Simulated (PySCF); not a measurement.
# F6Os ([OsF6]-): the cost of one run

Computed with PySCF 2.14.0 and routines of our own; the level stands in each step. Atoms count from 0.

### Step 1. The starting structure

7 atoms, charge -1, states of the metal's open shell are computed; geometry from: model geometry, bond lengths from ionic radii.

### Step 2. Ligand-field states: state-averaged CASSCF in water

The job: settings as JSON, then the geometry in Å.

```
{"job": {"kind": "lf", "basis": {"metal": "x2c-TZVPall", "ligand": "x2c-SVPall"}, "nevpt": true, "solvent": "water"}, "charge": -1, "metal": "Os", "open_shell": "d3"}
Os     0.000000     0.000000     0.000000
F      1.325825    -0.765465     1.082532
F      0.000000     1.530931     1.082532
F     -1.325825    -0.765465     1.082532
F      1.325825     0.765465    -1.082532
F     -1.325825     0.765465    -1.082532
F     -0.000000    -1.530931    -1.082532
```

Method: state-averaged CASSCF of the metal d shell, SC-NEVPT2 on the averaged canonical orbitals, state-interaction spin-orbit coupling.

On the command line:

```
OMP_NUM_THREADS=1 python lf_run.py task.json out
```

This one command runs all jobs of the session in turn.

**Question.** How long does this first job take on 1 thread of Intel Xeon 6975P-C, shared host, and how much memory does it need?

About 25 s, with a peak of 0.44 GiB.
